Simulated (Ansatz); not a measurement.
# C₂H₃GaNO radical: basis-set convergence

An exercise on one series of results from a longer session: the logs are not shown, and one member is left open.

Method: one geometry, several basis sets; program: Ansatz 0.2.0, Gaussian basis.

Levels to be run: PBE0-D4/def2-SVP; ωB97M-V/def2-SVP; PBE0-D4/def2-QZVPP; ωB97M-V/def2-QZVPP; the functionals' def2-TZVPP values are taken from earlier runs.

**The geometry**

An earlier PBE0-D4 in a triple-zeta def2 set relaxation fixed the geometry.

SMILES `[CH3][Ga][N]=C=O`, 8 atoms, charge 0, spin multiplicity 2.

Atoms are counted from 1 here; the program's logs count them from 0.

Bond lengths: C1–Ga2 1.993 Å, C1–H6 1.092 Å, C1–H7 1.092 Å, C1–H8 1.088 Å, Ga2–N3 1.871 Å, N3–C4 1.202 Å, C4–O5 1.168 Å. Angles: Ga2–C1–H6 107.4°, Ga2–C1–H7 107.4°, Ga2–C1–H8 112.1°, H6–C1–H7 109.1°, H6–C1–H8 110.3°, H7–C1–H8 110.3°, C1–Ga2–N3 112.9°, Ga2–N3–C4 143.3°, N3–C4–O5 177.4°.

Set-up of the first run:

The input, in.yaml:

```yaml
crystal:
  periodic: [false, false, false]
  atoms:
    - {symbol: C, position_ang: [-1.277910, -0.932832, 0.768081]}
    - {symbol: Ga, position_ang: [0.663214, -0.606335, 0.454246]}
    - {symbol: N, position_ang: [0.982855, 0.840269, -0.688488]}
    - {symbol: C, position_ang: [1.854991, 1.480186, -1.213228]}
    - {symbol: O, position_ang: [2.664672, 2.132134, -1.746528]}
    - {symbol: H, position_ang: [-1.698389, -0.020037, 1.196414]}
    - {symbol: H, position_ang: [-1.740377, -1.117509, -0.204254]}
    - {symbol: H, position_ang: [-1.449067, -1.775886, 1.433778]}
basis:
  gaussian: {orbitals: def2-SVP}
magnetization: {spin_polarized: true, initial_magnetization: 1}
hamiltonian: {xc: pbe0, dispersion: d4}
output: {orbitals: {seedname: orbitals}}
```

Run with:

```bash
$ ansatz run in.yaml --threads 4 --pin off --events-out ev --progress --plain --max-ram 10444MiB
```

Among the steps run: PBE0-D4 in def2-SVP; ωB97M-V in def2-SVP; PBE0-D4 in def2-QZVPP; ωB97M-V in def2-QZVPP.

One table of the session follows, with a row left open; its other results are not shown here.

It belongs to the step «Density functionals: the series». 

| functional | basis | HOMO (eV) | LUMO (eV) |
| --- | --- | --- | --- |
| PBE0-D4 | def2-SVP | -5.90 | -2.85 |
| PBE0-D4 | def2-TZVPP | -5.96 | -2.90 |
| PBE0-D4 | def2-QZVPP | -5.98 | -2.94 |
| ωB97M-V | def2-SVP | -7.86 | -1.20 |
| ωB97M-V | def2-TZVPP | ? | ? |
| ωB97M-V | def2-QZVPP | -7.96 | -1.37 |

Q: Estimate the row for ωB97M-V, def2-TZVPP from the others.

As computed: HOMO (eV): -7.92; LUMO (eV): -1.26. In the column «HOMO (eV)» it lies between ωB97M-V, def2-QZVPP (-7.96) and ωB97M-V, def2-SVP (-7.86).
